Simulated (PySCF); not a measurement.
# C3H5GeN3O: the cost of one run

Computed with PySCF 2.14.0 and routines of our own; the level stands in each step. Atoms count from 0.

## (1) The starting structure

13 atoms, charge 0, multiplicity 1; geometry from: GFN2-xTB.

## (2) NMR shieldings: PBE0/pcJ-1 Ge:dyall-v2z, spin–orbit

What the job is given:

```
{"job": {"kind": "hnmr", "xc": "PBE0", "basis": {"default": "pcJ-1", "Ge": "dyall-v2z"}, "rel": "so"}, "charge": 0, "multiplicity": 1}
O      3.233131     1.373907     0.098522
C      2.822282     0.333898    -0.350335
C      1.423538    -0.057734    -0.394238
C      0.288922     0.618039     0.037615
N     -0.736326    -0.198579    -0.243583
Ge    -2.577326    -0.171469    -0.039981
N     -0.252915    -1.319709    -0.818882
N      1.006934    -1.242813    -0.909290
H      3.493614    -0.431815    -0.778210
H      0.166773     1.575964     0.500614
H     -2.974372    -1.456679    -0.658279
H     -2.836821    -0.072923     1.428040
H     -3.061822     1.050399    -0.750971
```

Level: PBE0/pcJ-1 Ge:dyall-v2z GIAO NMR shielding, X2C with spin-orbit coupling, screened-nuclear two-electron part, Gaussian nuclei, gas phase.

Command:

```console
OMP_NUM_THREADS=1 python heavy_run.py task.json out
```

One launch serves the whole session: the jobs run in the order shown.

Q: Estimate the wall time and peak memory of this first job on 1 thread of Intel Xeon Platinum 8488C, shared host.

About 5.7 min, with a peak of 1.9 GiB.
